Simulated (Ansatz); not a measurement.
# SnTe: pressure up to the limit of the methods

The task here is to estimate one member of a computed series from the others.

Method: DFT, PBEsol, PAW with Ansatz's default frozen-core files, scalar-relativistic, in Ansatz 0.2.0.

## Starting point

The structure is cubic, space group F-43m (No. 216). The conventional cell has a = 6.214 Å, b = 6.214 Å, c = 6.214 Å, α = 90.00°, β = 90.00°, γ = 90.00°. Sn (site symmetry -43m) is surrounded by 4 Te at 2.69 Å. Te (site symmetry -43m) is surrounded by 4 Sn at 2.69 Å.

Coordinates:

```cif
data_structure
_symmetry_space_group_name_H-M 'P 1'
_symmetry_Int_Tables_number 1
_cell_length_a 4.3943
_cell_length_b 4.3943
_cell_length_c 4.3943
_cell_angle_alpha 60.000
_cell_angle_beta 60.000
_cell_angle_gamma 60.000
_cell_volume 60.00
loop_
_atom_site_label
_atom_site_type_symbol
_atom_site_fract_x
_atom_site_fract_y
_atom_site_fract_z
_atom_site_occupancy
Sn1 Sn 0.00000 0.00000 0.00000 1
Te1 Te 0.25000 0.25000 0.25000 1
```

Whether this phase is the stable one at these pressures isn't tested.

Atoms are numbered in the order of the input: Sn1, Te2.

The first run:

input.yaml reads:

```yaml
crystal:
  lattice:
    - [0.0, 3.107232506, 3.107232506]
    - [3.107232506, 0.0, 3.107232506]
    - [3.107232506, 3.107232506, 0.0]
  atoms:
    - { symbol: Sn, position: [0.0, 0.0, 0.0] }
    - { symbol: Te, position: [0.25, 0.25, 0.25] }
kpoints:
  mp_grid: { grid: [12, 12, 12] }
scf:
  occupations: { method: fermi_dirac, width: 0.1 }
hamiltonian:
  xc: pbesol
  pseudopotentials: { kind: paw }
output:
  forces: true
  stress: true
  write_density: true
  write_potential: true
  elf: true
  volumetric_format: npy
relax:
  f_tol: 0.005
  max_steps: 40
  cell: {}
```

Launch:

```sh
> ansatz run input.yaml --threads 1 --pin off --max-ram 2048MiB --backend cpu --events-out ev --progress --plain --runs-dir out
```

Steps of the session up to this table: Cell relaxed at zero pressure, PAW; More of the same log: cell relaxed at zero pressure; Volume scaled by 1, PAW; Volume scaled by 0.94, PAW; Volume scaled by 0.88, PAW; Volume scaled by 0.8, PAW; Volume scaled by 0.72, PAW; Volume scaled by 0.72, PAW (partial_waves polarizable); Volume scaled by 0.64, PAW; Volume scaled by 0.55, PAW; Volume scaled by 0.55, PAW (cutoff 300 eV).

One of the session's tables, all rows but one given; the rest of the session is left out.

```
                         method  volume over the first  volume (Å³/atom)  pressure (GPa)
                            PAW                      1            44.268            0.01
                            PAW                   0.94            41.612            1.81
                            PAW                   0.88            38.956            4.21
                            PAW                    0.8            35.414            8.80
                            PAW                   0.72            31.873           16.02
                            PAW                   0.64                 ?               ?
                            PAW                   0.55            24.347           52.00
            PAW (cutoff 300 eV)                   0.55            24.347           52.02
PAW (partial_waves polarizable)                   0.72            31.873           16.02
```

**Question.** Estimate the row for PAW, 0.64.

As computed: volume (Å³/atom): 28.331; pressure (GPa): 27.91. In the column «volume (Å³/atom)» it lies between PAW (cutoff 300 eV), 0.55 (24.347) and PAW, 0.72 (31.873).

To keep in mind: Warnings in the runs' records: cutoff below recommended.
